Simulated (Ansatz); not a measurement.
**F₃H₃MoO₃: small, medium and large basis sets**

An exercise on one series of results from a longer session: the logs are not shown, and one member is left open.

The runs use Ansatz 0.2.0, Gaussian basis; one geometry, several basis sets.

Levels to be run: PBE0-D4/def2-SVP; ωB97M-V/def2-SVP; PBE0-D4/def2-QZVPP; ωB97M-V/def2-QZVPP; the functionals' def2-TZVPP values are taken from earlier runs.

### The geometry

All runs share one geometry, relaxed beforehand with PBE0-D4 in a triple-zeta def2 set. Mo takes the def2 core potential; no spin-orbit term is included.

SMILES `[OH][Mo]([OH])([OH])([F])([F])[F]`, 10 atoms, charge 0, spin multiplicity 1.

Atoms are counted from 1 here; the program's logs count them from 0.

Bond lengths: O1–Mo2 1.844 Å, O1–H8 0.964 Å, Mo2–O3 1.844 Å, Mo2–O4 1.846 Å, Mo2–F5 1.838 Å, Mo2–F6 1.914 Å, Mo2–F7 1.868 Å, O3–H9 0.964 Å, O4–H10 0.962 Å. Angles: Mo2–O1–H8 120.9°, O1–Mo2–O3 158.6°, O1–Mo2–O4 100.7°, O1–Mo2–F5 90.2°, O1–Mo2–F6 79.5°, O1–Mo2–F7 91.4°, O3–Mo2–O4 100.7°, O3–Mo2–F5 90.2°, O3–Mo2–F6 79.4°, O3–Mo2–F7 91.4°, O4–Mo2–F5 88.2°, O4–Mo2–F6 170.9°, O4–Mo2–F7 83.2°, F5–Mo2–F6 100.9°, F5–Mo2–F7 171.5°, F6–Mo2–F7 87.6°, Mo2–O3–H9 120.9°, Mo2–O4–H10 124.7°.

The first run:

Input file in.yaml:

```yaml
crystal:
  periodic: [false, false, false]
  atoms:
    - {symbol: O, position_ang: [-1.677907, -0.611696, 0.416714]}
    - {symbol: Mo, position_ang: [-0.044241, 0.050370, -0.123508]}
    - {symbol: O, position_ang: [1.454390, 1.124269, -0.133031]}
    - {symbol: O, position_ang: [0.311301, -1.047344, -1.563819]}
    - {symbol: F, position_ang: [-0.886134, 1.202355, -1.282643]}
    - {symbol: F, position_ang: [-0.266938, 0.978405, 1.536060]}
    - {symbol: F, position_ang: [0.859055, -1.277537, 0.829755]}
    - {symbol: H, position_ang: [-2.080729, -0.321362, 1.242739]}
    - {symbol: H, position_ang: [1.629989, 1.735151, 0.591448]}
    - {symbol: H, position_ang: [0.784314, -1.883911, -1.510815]}
basis:
  gaussian: {orbitals: def2-SVP}
hamiltonian: {xc: pbe0, dispersion: d4}
output: {orbitals: {seedname: orbitals}}
```

Launch:

```sh
ansatz run in.yaml --threads 8 --pin off --events-out ev --progress --plain --max-ram 20889MiB
```

Steps of the session up to this table: PBE0-D4 in def2-SVP; ωB97M-V in def2-SVP; PBE0-D4 in def2-QZVPP; ωB97M-V in def2-QZVPP.

One table of the session follows, with a row left open; its other results are not shown here.

It belongs to the step «Density functionals: the series». 

| functional | basis | HOMO (eV) | LUMO (eV) |
| --- | --- | --- | --- |
| PBE0-D4 | def2-SVP | -9.89 | -4.17 |
| PBE0-D4 | def2-TZVPP | ? | ? |
| PBE0-D4 | def2-QZVPP | -9.94 | -4.09 |
| ωB97M-V | def2-SVP | -12.30 | -2.04 |
| ωB97M-V | def2-TZVPP | -12.35 | -1.97 |
| ωB97M-V | def2-QZVPP | -12.36 | -1.96 |

Estimate the missing values for PBE0-D4, def2-TZVPP.

The run gave: HOMO (eV): -9.93; LUMO (eV): -4.11. In the column «HOMO (eV)» it lies between PBE0-D4, def2-QZVPP (-9.94) and PBE0-D4, def2-SVP (-9.89).
